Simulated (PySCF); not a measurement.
# C2H9AsSi: the cost of one run

Computed with PySCF 2.14.0, with density-fitted response routines of our own, on a single molecule in the gas phase. Atoms count from 0, in the outputs and in this text.

## 1. The starting structure

13 atoms, charge 0, multiplicity 1; geometry from: GFN2-xTB. The atoms were then displaced at random by about 0.01 Å, so the start is not that level's minimum.

Bonds of the start (Å): C0–C1 1.50, C1–Si2 1.90, Si2–As3 2.36, C0–H4 1.10, C0–H5 1.12, C0–H6 1.07, C1–H7 1.09, C1–H8 1.09, Si2–H9 1.47, Si2–H10 1.49, As3–H11 1.48, As3–H12 1.52.

## 2. Relaxing the molecule at PBE0-D3(BJ)/def2-SVP

What the job is given:

```
{"job": {"xc": "PBE0", "basis": "def2-SVP", "d3": "d3bj", "grid": 1, "shake": 0.01, "kind": "geom"}, "charge": 0, "multiplicity": 1}
C     -1.446460     0.145150    -1.116420
C     -1.022120    -0.313630     0.249720
Si     0.828550    -0.722940     0.272630
As     2.029960     0.988790    -0.815040
H     -0.915100     1.060680    -1.422340
H     -2.532290     0.419470    -1.130770
H     -1.279710    -0.599380    -1.871470
H     -1.222270     0.469220     0.985670
H     -1.598660    -1.180980     0.555740
H      1.049260    -1.994320    -0.429710
H      1.221110    -0.969770     1.691550
H      3.277810     0.682110    -0.081760
H      1.615740     1.998730     0.240630
```

On the command line:

```sh
$ OMP_NUM_THREADS=1 python probes_run.py task.json out
```

One launch serves the whole session: the jobs run in the order shown.

**Question.** How long does this first job take on 1 thread of Arm Neoverse V2, shared host, and how much memory does it need?

About 45 s, with a peak of 0.53 GiB.
